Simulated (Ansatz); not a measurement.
**CH5FOSeSi: one species, many methods**

The task here is to estimate one member of a computed series from the others.

Program: Ansatz 0.2.0, Gaussian basis. Level of theory: functionals in def2-TZVPP, the program's frozen cores in correlated methods. These are calculated values, not measurements.

The runs, in order: LDA (SPW92), PBE-D4, revPBE-D4, BLYP-D4, r2SCAN-D4, B97M-V, PBE0-D4, B3LYP-D4, r2SCANh-D4, r2SCAN0-D4, HSE06-D4, BHLYP-D4, CAM-B3LYP-D4, LC-ωPBE, ωB97X-V, ωB97M-V, B2PLYP, PBE-QIDH; CCSD(T)/def2-SVP; CCSD(T)/def2-TZVPP; MP2/def2-QZVPP; extrapolation to the limit; RPA on PBE.

**Structure used throughout**

All runs share one geometry, relaxed beforehand with PBE0-D4 in a triple-zeta def2 set.

10 atoms, charge 0, spin multiplicity 1.

Atoms are counted from 1 here; the program's logs count them from 0.

Bond lengths: C1–O2 1.412 Å, C1–H6 1.094 Å, C1–H7 1.090 Å, C1–H8 1.094 Å, O2–Si3 1.621 Å, Si3–F4 1.586 Å, Si3–Se5 2.264 Å, Si3–H9 1.479 Å, Se5–H10 1.470 Å. Angles: O2–C1–H6 111.1°, O2–C1–H7 107.8°, O2–C1–H8 111.3°, H6–C1–H7 108.7°, H6–C1–H8 108.8°, H7–C1–H8 109.1°, C1–O2–Si3 126.2°, O2–Si3–F4 104.4°, O2–Si3–Se5 112.7°, O2–Si3–H9 113.4°, F4–Si3–Se5 111.4°, F4–Si3–H9 108.6°, Se5–Si3–H9 106.4°, Si3–Se5–H10 91.9°.

Set-up of the first run:

The input, in.yaml:

```yaml
crystal:
  periodic: [false, false, false]
  atoms:
    - {symbol: C, position_ang: [0.342091, 1.418234, 0.545189]}
    - {symbol: O, position_ang: [0.845890, 0.321013, -0.186839]}
    - {symbol: Si, position_ang: [0.293111, -1.201892, -0.130871]}
    - {symbol: F, position_ang: [1.150353, -1.972904, -1.220638]}
    - {symbol: Se, position_ang: [-1.923275, -1.343723, -0.572237]}
    - {symbol: H, position_ang: [0.573974, 1.320033, 1.610212]}
    - {symbol: H, position_ang: [0.820018, 2.321407, 0.164897]}
    - {symbol: H, position_ang: [-0.741845, 1.510641, 0.426554]}
    - {symbol: H, position_ang: [0.499335, -1.853374, 1.180499]}
    - {symbol: H, position_ang: [-1.776452, -0.570635, -1.813868]}
basis:
  gaussian: {orbitals: def2-TZVPP}
hamiltonian: {xc: lda}
output: {orbitals: {seedname: orbitals}}
```

The run is started by

```sh
$ ansatz run in.yaml --threads 4 --pin off --events-out ev --progress --plain --max-ram 10444MiB
```

Among the steps run: LDA; PBE-D4 (GGA); revPBE-D4 (GGA); BLYP-D4 (GGA); r2SCAN-D4 (meta-GGA); B97M-V (meta-GGA); PBE0-D4 (hybrid); B3LYP-D4 (hybrid); r2SCANh-D4 (hybrid); r2SCAN0-D4 (hybrid); HSE06-D4 (hybrid); BHLYP-D4 (hybrid); CAM-B3LYP-D4 (range-separated); LC-ωPBE (range-separated); ωB97X-V (range-separated); ωB97M-V (range-separated); B2PLYP (double hybrid); PBE-QIDH (double hybrid).

One table of the session follows, with a row left open; its other results are not shown here.

It belongs to the step «Frontier levels by functional». 

| functional | HOMO (eV) | gap (eV) |
| --- | --- | --- |
| LDA (SPW92) | -6.44 | 5.30 |
| PBE-D4 | -6.28 | 5.30 |
| revPBE-D4 | -6.22 | 5.31 |
| BLYP-D4 | -6.09 | 5.19 |
| r2SCAN-D4 | -6.56 | 5.89 |
| B97M-V | -6.64 | 5.85 |
| PBE0-D4 | -7.46 | 7.38 |
| B3LYP-D4 | ? | ? |
| r2SCANh-D4 | -7.00 | 6.64 |
| r2SCAN0-D4 | -7.65 | 7.76 |
| HSE06-D4 | -7.06 | 6.60 |
| BHLYP-D4 | -8.46 | 9.27 |
| CAM-B3LYP-D4 | -8.74 | 9.70 |
| LC-ωPBE | -10.13 | 12.33 |
| ωB97X-V | -9.77 | 11.80 |
| ωB97M-V | -9.63 | 11.44 |

Estimate the missing values for B3LYP-D4.

Worked estimate for «HOMO (eV)». Against the share of exact exchange, BLYP-D4 (0, -6.09), BHLYP-D4 (0.5, -8.46) give a slope of -4.74 per unit share; at 0.2 the line stands at -7.04.

The run gave: HOMO (eV): -7.20; gap (eV): 6.85. In «HOMO (eV)» the line misses by +0.16.
